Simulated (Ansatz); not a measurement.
Geometry optimisation, Ansatz, DFT PBE, scalar-relativistic, plane waves, PAW.

input.yaml

```yaml
crystal:
  lattice:
    - [10.86, 0.0, 0.0]
    - [0.0, 10.86, 0.0]
    - [0.0, 0.0, 10.86]
  atoms:
    - { symbol: Si, position: [0.5018812, 0.0003294, 0.0021311] }
    - { symbol: Si, position: [0.6234808, 0.1259201, 0.1232275], spin: 1.0 }
    - { symbol: Si, position: [0.7510595, 0.2500293, 0.0001229] }
    - { symbol: Si, position: [0.8722458, 0.3705225, 0.1252867] }
    - { symbol: Si, position: [0.8776124, 0.1256342, 0.3724995] }
    - { symbol: Si, position: [0.0025379, -0.0028289, 0.0006976] }
    - { symbol: Si, position: [0.1293057, 0.1289057, 0.1243589] }
    - { symbol: Si, position: [0.2472165, 0.2458368, -0.0008527] }
    - { symbol: Si, position: [0.3696798, 0.3712249, 0.1228526] }
    - { symbol: Si, position: [0.5021077, 0.5003675, 0.0002541] }
    - { symbol: Si, position: [0.6233679, 0.6217878, 0.1243728] }
    - { symbol: Si, position: [0.7473242, 0.7463429, -0.00068] }
    - { symbol: Si, position: [0.875359, 0.8730815, 0.1224386] }
    - { symbol: Si, position: [0.2476978, 0.0017104, 0.2481497] }
    - { symbol: Si, position: [0.3776698, 0.1238866, 0.3739677] }
    - { symbol: Si, position: [0.4995474, 0.2483929, 0.2498765] }
    - { symbol: Si, position: [0.6248689, 0.3689455, 0.3728602] }
    - { symbol: Si, position: [0.7525024, 0.4981404, 0.2504312] }
    - { symbol: Si, position: [0.8778794, 0.6242531, 0.3712103] }
    - { symbol: Si, position: [0.503508, -0.0006671, 0.4978461] }
    - { symbol: Si, position: [0.6263077, 0.1241854, 0.623286] }
    - { symbol: Si, position: [0.7485263, 0.2455391, 0.5029263] }
    - { symbol: Si, position: [0.8764838, 0.3757064, 0.6237498] }
    - { symbol: Si, position: [0.7519936, 0.0046215, 0.7467084] }
    - { symbol: Si, position: [0.8740176, 0.1266882, 0.8732611] }
    - { symbol: Si, position: [-0.0002885, 0.498445, -0.0005503] }
    - { symbol: Si, position: [0.1266289, 0.6223113, 0.125816] }
    - { symbol: Si, position: [0.251298, 0.7482085, -0.0026161] }
    - { symbol: Si, position: [0.3737577, 0.872057, 0.1226967] }
    - { symbol: Si, position: [0.0029932, 0.2494307, 0.249596] }
    - { symbol: Si, position: [0.1282395, 0.3729293, 0.3734517] }
    - { symbol: Si, position: [0.2465207, 0.5027683, 0.2509357] }
    - { symbol: Si, position: [0.3734574, 0.6241227, 0.3743651] }
    - { symbol: Si, position: [0.4976151, 0.7535917, 0.2457939] }
    - { symbol: Si, position: [0.6283614, 0.8740209, 0.3739961] }
    - { symbol: Si, position: [0.0007607, -0.0026757, 0.4998617] }
    - { symbol: Si, position: [0.1276408, 0.1257487, 0.6219626] }
    - { symbol: Si, position: [0.2459865, 0.2491875, 0.501347] }
    - { symbol: Si, position: [0.3714539, 0.3725588, 0.6250603] }
    - { symbol: Si, position: [0.4967623, 0.4935582, 0.4981626] }
    - { symbol: Si, position: [0.6218843, 0.6222521, 0.6227231] }
    - { symbol: Si, position: [0.752437, 0.7470083, 0.4944914] }
    - { symbol: Si, position: [0.8751397, 0.8720076, 0.6262121] }
    - { symbol: Si, position: [0.2455423, 0.0066798, 0.7474914] }
    - { symbol: Si, position: [0.3748037, 0.126655, 0.8715636] }
    - { symbol: Si, position: [0.4995308, 0.25217, 0.748981] }
    - { symbol: Si, position: [0.6241225, 0.3756595, 0.8727624] }
    - { symbol: Si, position: [0.7419199, 0.5042833, 0.7525891] }
    - { symbol: Si, position: [0.8785043, 0.6231116, 0.8740767] }
    - { symbol: Si, position: [-0.000641, 0.7528219, 0.2503696] }
    - { symbol: Si, position: [0.1210822, 0.8756852, 0.3683481] }
    - { symbol: Si, position: [-0.0013292, 0.4982254, 0.5057052] }
    - { symbol: Si, position: [0.1274891, 0.6295082, 0.6255594] }
    - { symbol: Si, position: [0.2457664, 0.7516917, 0.4990124] }
    - { symbol: Si, position: [0.3759901, 0.8706823, 0.6293758] }
    - { symbol: Si, position: [3.23e-05, 0.2515476, 0.7544423] }
    - { symbol: Si, position: [0.1261391, 0.3746436, 0.8798936] }
    - { symbol: Si, position: [0.2518699, 0.4990181, 0.7494777] }
    - { symbol: Si, position: [0.3722228, 0.6212916, 0.875002] }
    - { symbol: Si, position: [0.4997886, 0.7484256, 0.7472151] }
    - { symbol: Si, position: [0.6238492, 0.8800417, 0.8760912] }
    - { symbol: Si, position: [-0.0030954, 0.7467099, 0.7473532] }
    - { symbol: Si, position: [0.1293095, 0.8746369, 0.8749803] }
magnetization:
  spin_polarized: true
total_charge: -1
basis:
  ecutwfc: 420.0
kpoints:
  mp_grid: { grid: [1, 1, 1] }
hamiltonian:
  xc: pbe
  pseudopotentials: { kind: paw, azcp: { folder: soft_1 } }
scf:
  occupations: { method: gaussian, width: 0.02 }
  lower_state_search: "off"
relax:
  f_tol: 0.03
  max_steps: 60
  adjacent_minimum: "off"
output:
  write_density: true
  write_potential: true
  elf: true
  volumetric_format: npy
```

Launched with:

```bash
$ ansatz run input.yaml --threads 4 --pin off --max-ram 10240MiB --backend cpu --events-out ev --progress --plain --runs-dir out
```

**Question.** Where does it end, and by what steps?

**Answer.** It converged. Limits of this set-up: coarse k mesh, charged cell in a uniform background, uncorrected. After 4 steps the energy has fallen by 1.038 eV; Si2 moved furthest, 0.16 Å.

```csv
step,energy less start (eV),largest force component (eV/Å),accepted
0,0.0000,1.199,yes
1,-0.9394,0.380,yes
2,-0.9715,0.168,yes
3,-1.0346,0.038,yes
4,-1.0380,0.009,yes
```

```xyz
63
Lattice="10.8600 0.0000 0.0000 0.0000 10.8600 0.0000 0.0000 0.0000 10.8600" Properties=species:S:1:pos:R:3
Si 5.459 0.000 0.025
Si 6.865 1.272 1.430
Si 8.135 2.677 0.022
Si 9.496 4.058 1.353
Si 9.421 1.268 3.983
Si -0.033 -0.014 0.024
Si 1.348 1.347 1.355
Si 2.715 2.703 -0.004
Si 4.079 4.055 1.356
Si 5.433 5.420 -0.003
Si 6.789 6.788 1.355
Si 8.149 8.167 0.022
Si 9.419 9.574 1.428
Si 2.713 -0.007 2.707
Si 4.078 1.346 4.061
Si 5.458 2.678 2.701
Si 6.790 4.059 4.061
Si 8.143 5.423 2.707
Si 9.496 6.788 4.061
Si 5.460 -0.015 5.392
Si 6.789 1.346 6.773
Si 8.150 2.675 5.389
Si 9.493 4.053 6.768
Si 8.143 -0.007 8.137
Si 9.497 1.346 9.502
Si -0.006 5.426 -0.002
Si 1.345 6.792 1.357
Si 2.710 8.142 -0.004
Si 4.078 9.499 1.354
Si -0.033 2.678 2.715
Si 1.346 4.057 4.058
Si 2.713 5.424 2.707
Si 4.081 6.790 4.058
Si 5.460 8.171 2.716
Si 6.870 9.581 3.981
Si -0.032 0.000 5.393
Si 1.345 1.344 6.771
Si 2.710 2.703 5.417
Si 4.070 4.064 6.779
Si 5.432 5.425 5.419
Si 6.792 6.791 6.770
Si 8.134 8.169 5.390
Si 9.496 9.499 6.772
Si 2.714 -0.007 8.137
Si 4.082 1.343 9.505
Si 5.432 2.704 8.140
Si 6.793 4.057 9.504
Si 8.144 5.423 8.136
Si 9.494 6.789 9.504
Si -0.034 8.170 2.701
Si 1.348 9.500 4.061
Si -0.007 5.420 5.419
Si 1.355 6.781 6.780
Si 2.715 8.141 5.417
Si 4.080 9.501 6.769
Si -0.007 2.704 8.135
Si 1.355 4.066 9.495
Si 2.713 5.423 8.137
Si 4.071 6.780 9.495
Si 5.432 8.143 8.135
Si 6.790 9.500 9.502
Si -0.007 8.143 8.141
Si 1.346 9.503 9.505
```

Whether the end is a true minimum wasn't checked by a vibrational analysis.

Time of the run: 80 s on 4 threads of Arm Neoverse V1, with other jobs on the host, peak memory 1.6 GiB.
